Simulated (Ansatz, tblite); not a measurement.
# Ge(vinyl)Cl3 (C2H3Cl3Ge): spin-state energies by level

Is the singlet the ground state of Ge(vinyl)Cl3 (C2H3Cl3Ge)? Other spin states are computed and compared level by level.

Computed with Ansatz 0.2.0, Gaussian basis. Level: as each input shows.

The runs, in order: triplet, at the geometry of the singlet (GFN1-xTB, GFN2-xTB, PBE0-D4/def2-TZVP, PBE-D4/def2-TZVP, r2SCAN-D4/def2-TZVP); the singlet's energies come from earlier runs.

2 further runs of the same task are left out: 2 set aside as unsound or not needed.

### Step 1. The structure

The geometry is that of the singlet, from an earlier relaxation (PBE0-D4/def2-SVP).

9 atoms, charge 0, spin multiplicity 1.

Bond lengths: Ge1–C2 1.917 Å, Ge1–Cl7 2.145 Å, Ge1–Cl8 2.143 Å, Ge1–Cl9 2.143 Å, C2–C3 1.334 Å, C2–H4 1.096 Å, C3–H5 1.095 Å, C3–H6 1.095 Å. Angles: C2–Ge1–Cl7 110.3°, C2–Ge1–Cl8 111.7°, C2–Ge1–Cl9 111.7°, Cl7–Ge1–Cl8 108.1°, Cl7–Ge1–Cl9 108.0°, Cl8–Ge1–Cl9 106.9°, Ge1–C2–C3 121.7°, Ge1–C2–H4 116.7°, C3–C2–H4 121.5°, C2–C3–H5 121.8°, C2–C3–H6 121.2°, H5–C3–H6 117.0°.

Geometry (Å):

```mol
C2H3Cl3Ge
  3D, bonds by distance, orders not assigned

  9  8  0  0  0  0  0  0  0  0999 V2000
   -0.2545    0.2291   -1.1736 Ge  0  0
   -0.4196    0.0663    0.7293 C   0  0
    0.5838   -0.3834    1.4847 C   0  0
   -1.3799    0.3597    1.1676 H   0  0
    1.5457   -0.6776    1.0521 H   0  0
    0.4791   -0.4744    2.5710 H   0  0
    1.7130   -0.3492   -1.8025 Cl  0  0
   -0.5981    2.2401   -1.8287 Cl  0  0
   -1.6694   -1.0107   -2.1998 Cl  0  0
  1  2  8  0
  1  7  8  0
  1  8  8  0
  1  9  8  0
  2  3  8  0
  2  4  8  0
  3  5  8  0
  3  6  8  0
M  END
```

### Step 2. Triplet at the fixed geometry, GFN1-xTB

Tight binding, by tblite at 300 K electronic temperature and without a spin-polarisation term:

```python
tblite.interface.Calculator('GFN1-xTB', numbers, positions, charge=0, uhf=2).singlepoint()
```

Energy -549.6651 eV; 0.035 s.

### Step 3. Triplet at the fixed geometry, GFN2-xTB

Tight binding, by tblite at 300 K electronic temperature and without a spin-polarisation term:

```python
tblite.interface.Calculator('GFN2-xTB', numbers, positions, charge=0, uhf=2).singlepoint()
```

Energy -579.9719 eV; 0.037 s.

### Step 4. Triplet at the fixed geometry, PBE0-D4/def2-TZVP

in.yaml

```yaml
crystal:
  periodic: [false, false, false]
  atoms:
    - {symbol: Ge, position_ang: [-0.254546, 0.229110, -1.173557]}
    - {symbol: C, position_ang: [-0.419613, 0.066322, 0.729255]}
    - {symbol: C, position_ang: [0.583759, -0.383381, 1.484692]}
    - {symbol: H, position_ang: [-1.379867, 0.359716, 1.167623]}
    - {symbol: H, position_ang: [1.545652, -0.677551, 1.052064]}
    - {symbol: H, position_ang: [0.479137, -0.474418, 2.571000]}
    - {symbol: Cl, position_ang: [1.712961, -0.349230, -1.802529]}
    - {symbol: Cl, position_ang: [-0.598093, 2.240108, -1.828717]}
    - {symbol: Cl, position_ang: [-1.669408, -1.010687, -2.199821]}
basis:
  gaussian: {orbitals: def2-TZVP}
magnetization: {spin_polarized: true, initial_magnetization: 2}
hamiltonian: {xc: pbe0, dispersion: d4}
scf: {omitted_lower_state_checks: [starts]}
output: {orbitals: {seedname: orbitals}}
```

The run is started by

```bash
$ ansatz run in.yaml --threads 4 --pin off --events-out ev --progress --plain --max-ram 4787MiB
```

Standard output:

```text
Functional definition: PBE0
  name "PBE0"
  cite "Adamo & Barone, J. Chem. Phys. 110, 6158 (1999) doi:10.1063/1.478522"
  cite "Perdew, Burke & Ernzerhof, Phys. Rev. Lett. 77, 3865 (1996) doi:10.1103/PhysRevLett.77.3865"
  parent pbe
  parameter a = 0.25
  parameter kappa = 0.804
  parameter beta = 0.06672455060314922
  exchange = (1 - a)*pbe_x(kappa = kappa, mu = beta*pi^2/3) + a*exact_x
  correlation = pbe_c(beta = beta)
these checks for a lower state are left out or cut short: starts
1697 factors; their error is unknown
mean field evaluation 1: about -96170.3191 eV, gradient 5.3e1 eV
mean field evaluation 2: about -96032.4457 eV, gradient 1.4e2 eV
mean field evaluation 4: about -96187.3459 eV, gradient 8.2e0 eV
mean field evaluation 8: about -96187.6975 eV, gradient 1.6e-1 eV
mean field evaluation 16: about -96188.0681 eV, gradient 3.7e-3 eV
mean field -96188.06806346 eV, -3534.8463027177 hartree, gradient 2.3e-5 eV, S^2 2.008773; 0 other end points of the search recorded, 0 dependent functions left out
reference -96188.06809638 eV, -3534.8463039278 hartree; 50, 48 occupied and 189, 191 virtual orbitals, 1697 factors
Total energy: -96188.35518062 eV, -3534.8568540788 hartree
Checks for a lower state left out: starts
```

Run time: 27 s. Hardware: 4 threads of Intel Xeon at 2.50GHz, shared host; peak memory 1.3 GiB.

Report: HOMO -4.74 eV, LUMO -5.33 eV (over both spins; with the spin held, an empty level of the minority spin lies below the top filled one); ⟨S²⟩ 2.009 (pure: 2.00).

### Step 5. Triplet at the fixed geometry, PBE-D4/def2-TZVP

start.molden holds the orbitals of an earlier run on this state, given as this run's starting guess.

Changes to in.yaml since step 4:

```diff
@@ -13,5 +13,5 @@
 basis:
-  gaussian: {orbitals: def2-TZVP}
+  gaussian: {orbitals: def2-TZVP, initial_orbitals: start.molden}
 magnetization: {spin_polarized: true, initial_magnetization: 2}
-hamiltonian: {xc: pbe0, dispersion: d4}
+hamiltonian: {xc: pbe, dispersion: d4}
 scf: {omitted_lower_state_checks: [starts]}
```

Launched as before.

Standard output:

```text
Functional definition: PBE
  name "PBE"
  cite "Perdew, Burke & Ernzerhof, Phys. Rev. Lett. 77, 3865 (1996) doi:10.1103/PhysRevLett.77.3865"
  parent pbe
  parameter kappa = 0.804
  parameter beta = 0.06672455060314922
  exchange = pbe_x(kappa = kappa, mu = beta*pi^2/3)
  correlation = pbe_c(beta = beta)
these checks for a lower state are left out or cut short: starts
1618 factors; their error is unknown
mean field evaluation 1: about -96183.0208 eV, gradient 1.2e1 eV
mean field evaluation 2: about -96183.1963 eV, gradient 3.0e-1 eV
mean field evaluation 4: about -96183.1686 eV, gradient 5.5e-2 eV
mean field evaluation 8: about -96183.1686 eV, gradient 2.1e-5 eV
mean field -96183.16858443 eV, -3534.6662501846 hartree, gradient 2.1e-5 eV, S^2 2.006761; 0 other end points of the search recorded, 0 dependent functions left out
reference -96183.16862836 eV, -3534.6662517988 hartree; 50, 48 occupied and 189, 191 virtual orbitals, 1618 factors
Total energy: -96183.49997231 eV, -3534.6784284646 hartree
Checks for a lower state left out: starts
```

Wall time 11 s (4 threads of Intel Xeon at 2.50GHz, shared host).

Report: HOMO -3.46 eV, LUMO -6.62 eV (over both spins; with the spin held, an empty level of the minority spin lies below the top filled one); ⟨S²⟩ 2.007 (pure: 2.00).

### Step 6. Triplet at the fixed geometry, r2SCAN-D4/def2-TZVP

Changes to in.yaml since step 5:

```diff
@@ -15,3 +15,3 @@
 magnetization: {spin_polarized: true, initial_magnetization: 2}
-hamiltonian: {xc: pbe, dispersion: d4}
+hamiltonian: {xc: r2scan, dispersion: d4}
 scf: {omitted_lower_state_checks: [starts]}
```

Launched as before.

Standard output:

```text
Functional definition: r2SCAN
  name "r2SCAN"
  cite "Furness, Kaplan, Ning, Perdew & Sun, J. Phys. Chem. Lett. 11, 8208 (2020) doi:10.1021/acs.jpclett.0c02405"
  cite "Furness, Kaplan, Ning, Perdew & Sun, J. Phys. Chem. Lett. 11, 9248 (2020) doi:10.1021/acs.jpclett.0c03077"
  parent r2scan
  parameter k0 = 0.174
  parameter k1 = 0.065
  parameter a1 = 4.9479
  exchange = r2scan_x(k0 = k0, k1 = k1, a1 = a1)
  correlation = r2scan_c
these checks for a lower state are left out or cut short: starts
1618 factors; their error is unknown
mean field evaluation 1: about -96206.3007 eV, gradient 8.5e0 eV
mean field evaluation 2: about -96206.3598 eV, gradient 1.2e-1 eV
mean field evaluation 4: about -96206.3240 eV, gradient 2.8e-3 eV
mean field -96206.32404311 eV, -3535.5171975956 hartree, gradient 7.8e-5 eV, S^2 2.012426; 0 other end points of the search recorded, 0 dependent functions left out
reference -96206.32405609 eV, -3535.5171980725 hartree; 50, 48 occupied and 189, 191 virtual orbitals, 1618 factors
Total energy: -96206.40478291 eV, -3535.5201647285 hartree
Checks for a lower state left out: starts
```

It took 23 s on 4 threads of Intel Xeon at 2.50GHz, shared host.

HOMO -3.88 eV, LUMO -6.03 eV (over both spins; with the spin held, an empty level of the minority spin lies below the top filled one); ⟨S²⟩ 2.012 (pure: 2.00).

### Step 7. Triplet less singlet, vertical

The singlet's energies are those of its earlier runs, whose logs aren't repeated here.

```
              level  triplet less singlet, vertical (eV)     time
           GFN1-xTB                               +5.091  0.062 s
           GFN2-xTB                               +4.926  0.061 s
   PBE-D4/def2-TZVP                               +4.310     17 s
r2SCAN-D4/def2-TZVP                               +4.016     34 s
  PBE0-D4/def2-TZVP                               +4.146     38 s
```

Times add the two runs; a level without a time comes out of a correlated run. Tight binding without a spin term can't rank spin states.

### Step 8. What came out

```
                                                quantity                                     value
triplet less singlet, vertical, functionals in def2-TZVP  +4.016 (r2SCAN-D4) to +4.310 eV (PBE-D4)
```

In words: All functionals put the triplet above the singlet, over a spread of 0.294 eV. The checks for a lower triplet were left out, so another state of that spin may lie lower. These are electronic energies, without zero-point motion, entropy or surroundings.
